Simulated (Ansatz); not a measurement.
**GaSnH₅: up Jacob's ladder to CCSD(T)**

How much do the methods differ for GaSnH₅? The plan is to run it at one geometry with functionals of several rungs and with coupled cluster. The yardstick is the atomisation energy at the CCSD(T) limit.

Computed with Ansatz 0.2.0, Gaussian basis. Level: functionals in def2-TZVPP, the program's frozen cores in correlated methods.

The runs, in order: LDA (SPW92), PBE-D4, revPBE-D4, BLYP-D4, r2SCAN-D4, B97M-V, PBE0-D4, B3LYP-D4, r2SCANh-D4, r2SCAN0-D4, HSE06-D4, BHLYP-D4, CAM-B3LYP-D4, LC-ωPBE, ωB97X-V, ωB97M-V, B2PLYP, PBE-QIDH; CCSD(T)/def2-SVP; CCSD(T)/def2-TZVPP; MP2/def2-QZVPP; extrapolation to the limit; RPA on PBE.

1 further run of the same task is left out (for a known fault of the program).

**1. The geometry**

An earlier PBE0-D4 in a triple-zeta def2 set relaxation fixed the geometry. Sn takes the def2 core potential; no spin-orbit term is included.

SMILES `[GaH2][SnH3]`, 7 atoms, charge 0, spin multiplicity 1.

Atoms are counted from 1 here; the program's logs count them from 0.

Bond lengths: Ga1–Sn2 2.619 Å, Ga1–H3 1.573 Å, Ga1–H4 1.572 Å, Sn2–H5 1.710 Å, Sn2–H6 1.711 Å, Sn2–H7 1.713 Å. Angles: Sn2–Ga1–H3 120.0°, Sn2–Ga1–H4 121.0°, H3–Ga1–H4 119.0°, Ga1–Sn2–H5 113.4°, Ga1–Sn2–H6 112.2°, Ga1–Sn2–H7 110.3°, H5–Sn2–H6 107.2°, H5–Sn2–H7 106.8°, H6–Sn2–H7 106.6°.

**2. LDA**

This LDA is Slater exchange with PW92 correlation.

Contents of in.yaml:

```yaml
crystal:
  periodic: [false, false, false]
  atoms:
    - {symbol: Ga, position_ang: [-0.416606, -1.483187, 0.084952]}
    - {symbol: Sn, position_ang: [0.270309, 1.039331, -0.070109]}
    - {symbol: H, position_ang: [-0.409468, -2.215867, 1.476476]}
    - {symbol: H, position_ang: [-0.823380, -2.291869, -1.200454]}
    - {symbol: H, position_ang: [-0.223995, 1.790242, -1.524965]}
    - {symbol: H, position_ang: [-0.370471, 1.963687, 1.219302]}
    - {symbol: H, position_ang: [1.973601, 1.197662, 0.014777]}
basis:
  gaussian: {orbitals: def2-TZVPP}
hamiltonian: {xc: lda}
output: {orbitals: {seedname: orbitals}}
```

On the command line:

```bash
> ansatz run in.yaml --threads 2 --pin off --events-out ev --progress --plain --max-ram 4352MiB
```

Further steps of the session: PBE-D4 (GGA); revPBE-D4 (GGA); BLYP-D4 (GGA); r2SCAN-D4 (meta-GGA); B97M-V (meta-GGA); PBE0-D4 (hybrid); B3LYP-D4 (hybrid); r2SCANh-D4 (hybrid); r2SCAN0-D4 (hybrid); HSE06-D4 (hybrid); BHLYP-D4 (hybrid); CAM-B3LYP-D4 (range-separated); LC-ωPBE (range-separated); ωB97X-V (range-separated); ωB97M-V (range-separated); B2PLYP (double hybrid); PBE-QIDH (double hybrid); CCSD(T) in def2-SVP; CCSD(T) in def2-TZVPP; MP2 in def2-QZVPP; RPA on PBE orbitals.

Q: Predict the results of all the runs planned. Wanted: atomisation energy, CCSD(T)/CBS; farthest beyond LDA; mean size of error, GGA; mean size of error, meta-GGA; mean size of error, hybrid; mean size of error, range-separated; mean size of error, double hybrid; gap, smallest and largest; T1 diagnostic.

As calculated:

| quantity | value |
| --- | --- |
| atomisation energy, CCSD(T)/CBS | 364.0 kcal/mol |
| functionals within 3.6 kcal/mol (1.0 %) | ωB97X-V |
| farthest beyond LDA | revPBE-D4 (-21.2 kcal/mol) |
| mean size of error, GGA | 17.3 kcal/mol |
| mean size of error, meta-GGA | 5.4 kcal/mol |
| mean size of error, hybrid | 9.4 kcal/mol |
| mean size of error, range-separated | 5.0 kcal/mol |
| mean size of error, double hybrid | 11.5 kcal/mol |
| gap, smallest and largest | 3.26 eV (LDA (SPW92)), 9.69 eV (LC-ωPBE) |
| T1 diagnostic | 0.0136 |
| triples share of the correlation energy | 3.0 % |

**Reading.** The LDA atomisation energy is off by 37.2 kcal/mol (10 %): it overbinds. PBE-D4 misses by -14.9 kcal/mol. Double hybrids carry the basis error of their MP2 part in triple zeta, and no dispersion term here, so their miss is partly the set-up's. Taken by rung, range-separated functionals do best (5.0 kcal/mol on average) and GGA ones worst beyond LDA (17.3 kcal/mol). The gap between the best rungs is small, so their order is not settled. The reference freezes the cores and leaves out spin-orbit coupling and excitations past (T), and its outer-core shells are covered unevenly, so misses under about 3.6 kcal/mol can't be ranked. All levels share the lack of spin-orbit coupling, which lowers the free heavy atoms and so the true binding. Hartree-Fock recovers 72 % of the binding; the rest is correlation. CCSD(T) in def2-SVP is off by -26.6 kcal/mol, so the small basis spoils what the method gains. Orbital gaps span 3.3 to 9.7 eV; exact exchange widens them. Correlated methods include outer-core shells of Ga, Sn, which these sets cover unevenly.
